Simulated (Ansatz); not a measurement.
# NiNF3: the cost of one run

Program: Ansatz 0.2.0, driven from Python. Level of theory: DFT r2SCAN, plane waves, PAW. These are calculated values, not measurements.

**1. Starting point**

NiNF3 Pm-3m: It takes space group Pm-3m (No. 221, cubic). Conventional cell: a = 3.930 Å, b = 3.930 Å, c = 3.930 Å, α = 90.00°, β = 90.00°, γ = 90.00°. Ni (site symmetry m-3m) has 12 F at 2.78 Å as nearest neighbours. N (site symmetry m-3m) has 6 F at 1.96 to 1.97 Å as nearest neighbours. F (site symmetry 4/mmm) is surrounded by 2 N at 1.97 Å and 4 Ni at 2.78 Å and 8 F at 2.78 Å.

PdNF3 Pm-3m: The structure is cubic, space group Pm-3m (No. 221). The conventional cell has a = 4.090 Å, b = 4.090 Å, c = 4.090 Å, α = 90.00°, β = 90.00°, γ = 90.00°. Around Pd (site symmetry m-3m) lie 12 F at 2.89 Å. N (site symmetry m-3m) has 6 F at 2.04 Å as nearest neighbours. Around F (site symmetry 4/mmm) lie 2 N at 2.04 Å and 4 Pd at 2.89 Å and 8 F at 2.89 Å.

PtNF3 Pm-3m: It takes space group Pm-3m (No. 221, cubic). The conventional cell has a = 4.060 Å, b = 4.060 Å, c = 4.060 Å, α = 90.00°, β = 90.00°, γ = 90.00°. Pt (site symmetry m-3m) is surrounded by 12 F at 2.87 Å. N (site symmetry m-3m) has 6 F at 2.03 Å as nearest neighbours. Around F (site symmetry 4/mmm) lie 2 N at 2.03 Å and 4 Pt at 2.87 Å and 8 F at 2.87 Å.

No structure file is read: the coordinates are typed or built in the script.

**2. The script**

Contents of ninf3_series.py:

```python
import warnings

import ansatz
import numpy as np

FUNCTIONAL = "r2scan"
ECUT = 550
TOLERANCE = 1e-08
KSPACING = 0.3
FILLING = "cold"
SMEARING_WIDTH = 0.1


def perovskite(A, B, X, a):
    return (
        ansatz.Lattice.cubic(a)
        .space_group(221)
        .atom(A, (0, 0, 0))
        .atom(B, (0.5, 0.5, 0.5))
        .atom(X, (0.5, 0.5, 0))
    )

POLARISED = {"NiNF3"}


def ground_state(name, crystal):
    calc = (
        crystal.calculation()
        .functional(FUNCTIONAL)
        .basis(ECUT)
        .accuracy("low")
        .scf(tolerance=TOLERANCE, self_checks="high")
        .kpoints(spacing=KSPACING)
        .occupations(FILLING, width=SMEARING_WIDTH)
        .stress()
        .band_table()
    )
    if name in POLARISED:
        calc = calc.spin("collinear")
    calc = calc.relax(force_tolerance=0.02, cell=True)
    return calc.run(threads=1, backend="cpu")


def volume_per_atom(outcome):
    return abs(np.linalg.det(outcome.lattice.cell_ang)) / len(outcome.lattice.sites)

warnings.simplefilter("ignore", ansatz.DeckWarning)

phases = {}
phases["NiNF3"] = perovskite("Ni", "N", "F", 3.93).moments(Ni=1.5)
phases["PdNF3"] = perovskite("Pd", "N", "F", 4.09)
phases["PtNF3"] = perovskite("Pt", "N", "F", 4.06)

done = {}
for name, crystal in phases.items():
    done[name] = ground_state(name, crystal)
    print(f"{name}: {done[name].report['energy_sigma0_ev']:.4f} eV, {len(done[name].lattice.sites)} atoms")

rows = [(name, float(np.linalg.norm(o.lattice.cell_ang[0])), volume_per_atom(o), abs(o.report["magnetization_mub"])) for name, o in done.items()]
print("  compound       a (A)  V (A^3/atom)  M (muB/cell)")
for row in rows:
    print(f"{str(row[0]):>10}  {row[1]:10.3f}  {row[2]:12.3f}  {row[3]:12.2f}")
```

**3. The calls as engine input**

The package turns the script's settings into the engine's input (first run):

```yaml
crystal:
  lattice:
    bravais: cubic
    a: 3.93
  space_group: 221
  atoms:
    - { symbol: Ni, position: [0.0, 0.0, 0.0] }
    - { symbol: "N", position: [0.5, 0.5, 0.5] }
    - { symbol: F, position: [0.5, 0.5, 0.0] }
accuracy: low
basis:
  ecutwfc: 550.0
kpoints:
  mp_grid:
    kspacing: 0.3
hamiltonian:
  xc: r2scan
magnetization:
  spin_polarized: true
  per_species:
    Ni: 1.5
scf:
  self_checks: high
  convergence:
    dr2_threshold: 1.0e-08
  occupations:
    method: cold
    width: 0.1
relax:
  f_tol: 0.02
  cell: {}
output:
  stress: true
  eigenvalues: true
```

**4. The run**

Started as:

```sh
$ python ninf3_series.py
```

**Question.** How long does this script take on 1 thread of Arm Neoverse V1, shared host, and how much memory does it need?

About 3.4 min, with a peak of 0.56 GiB.
